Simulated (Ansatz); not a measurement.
**BIF2: how energies converge with the basis set**

One table from this session's results is given with a row withheld; the runs are named, their logs left out.

Program: Ansatz 0.2.0, Gaussian basis. Level of theory: one geometry, several basis sets. These are calculated values, not measurements.

Plan: PBE0-D4/def2-SVP; ωB97M-V/def2-SVP; PBE0-D4/def2-QZVPP; ωB97M-V/def2-QZVPP; the functionals' def2-TZVPP values are taken from earlier runs.

### The geometry

All runs share one geometry, relaxed beforehand with PBE0-D4 in a triple-zeta def2 set. I takes the def2 core potential; no spin-orbit term is included.

SMILES `FB(F)I`, 4 atoms, charge 0, spin multiplicity 1.

Atoms are counted from 1 here; the program's logs count them from 0.

Bond lengths: F1–B2 1.309 Å, B2–F3 1.309 Å, B2–I4 2.120 Å. Angles: F1–B2–F3 119.1°, F1–B2–I4 120.4°, F3–B2–I4 120.4°.

Geometry (Å):

```mol
BF2I
  3D, bonds by distance, orders not assigned

  4  3  0  0  0  0  0  0  0  0999 V2000
    0.2930   -1.3938    0.1882 F   0  0
   -0.0973   -0.1480    0.0913 B   0  0
   -1.2315    0.2084    0.6392 F   0  0
    1.0913    1.2731   -0.9390 I   0  0
  1  2  8  0
  2  3  8  0
  2  4  8  0
M  END
```

The first run:

in.yaml reads:

```yaml
crystal:
  periodic: [false, false, false]
  atoms:
    - {symbol: F, position_ang: [0.293025, -1.393785, 0.188164]}
    - {symbol: B, position_ang: [-0.097327, -0.148023, 0.091297]}
    - {symbol: F, position_ang: [-1.231547, 0.208405, 0.639191]}
    - {symbol: I, position_ang: [1.091349, 1.273103, -0.938952]}
basis:
  gaussian: {orbitals: def2-SVP}
hamiltonian: {xc: pbe0, dispersion: d4}
output: {orbitals: {seedname: orbitals}}
```

The run is started by

```bash
$ ansatz run in.yaml --threads 2 --pin off --events-out ev --progress --plain --max-ram 32768MiB --backend cpu
```

Among the steps run: PBE0-D4 in def2-SVP; ωB97M-V in def2-SVP; PBE0-D4 in def2-QZVPP; ωB97M-V in def2-QZVPP.

One table of the session follows, with a row left open; its other results are not shown here.

It belongs to the step «Density functionals: the series». 

| functional | basis | HOMO (eV) |
| --- | --- | --- |
| PBE0-D4 | def2-SVP | ? |
| PBE0-D4 | def2-TZVPP | -8.14 |
| PBE0-D4 | def2-QZVPP | -8.16 |
| ωB97M-V | def2-SVP | -10.18 |
| ωB97M-V | def2-TZVPP | -10.30 |
| ωB97M-V | def2-QZVPP | -10.32 |

Q: Estimate the row for PBE0-D4, def2-SVP from the others.

The run gave: HOMO (eV): -8.05. In the column «HOMO (eV)» it is the highest.
